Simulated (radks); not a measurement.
**S⁻ held by a Watson sphere**

The task here is to estimate one member of a computed series from the others.

Method: non-relativistic Kohn-Sham, r2SCAN, spin-polarised, spherical densities, point nucleus; open shells are filled with parallel spins first. Code: radks (a radial shooting solver on a logarithmic mesh, Libxc functionals) version 1.

### Starting point

| Property | Result |
| --- | --- |
| element | sulfur (Z = 16) |
| charge | -1 |
| electrons | 17 |
| configuration | [Ne] 3s2 3p5 |

The outer shells:

S⁻
```
[Ne] core
3s [↑↓]
3p [↑↓][↑↓][↑ ]
```

Set-up of the first run:

Input:

```text
Z 16
configuration [Ne] 3s2 3p5
relativity non-relativistic
functional r2scan,r2scan
spin polarised
nucleus point
watson charge 1.32 radius 2.59 bohr
```

Steps of the session up to this table: R = 2.59 bohr; R = 3.25 bohr; R = 3.54 bohr; R = 3.59 bohr; R = 3.69 bohr.

One table of the session follows, with a row left open; its other results are not shown here.

| R (bohr) | highest level (eV) | its <r> (bohr) | sum of <r²> (bohr²) |
| --- | --- | --- | --- |
| 2.59 | -9.546 | 2.130 | 35.53 |
| 3.25 | -8.298 | 2.219 | 38.09 |
| 3.54 | -7.792 | 2.250 | 38.99 |
| 3.59 | ? | ? | ? |
| 3.69 | -7.542 | 2.264 | 39.41 |

Estimate the missing values for R (bohr) = 3.59.

Worked estimate for «highest level (eV)». A straight line through the neighbours (3.54, -7.792) and (3.69, -7.542) gives -7.792 + (-7.542 + 7.792) × (3.59 − 3.54) / (3.69 − 3.54) = -7.709; a parabola fitted to 3 rows on both sides gives -7.708.

As computed: highest level (eV): -7.707; its <r> (bohr): 2.255; sum of <r²> (bohr²): 39.14. In «highest level (eV)» the line misses by -0.002 and the parabola by -0.001.

What this shows: From R = 2.59 to 3.69 bohr the top level moves from -9.546 to -7.542 eV and its mean radius from 2.13 to 2.26 bohr. A wider sphere makes a shallower well, so the ion swells.
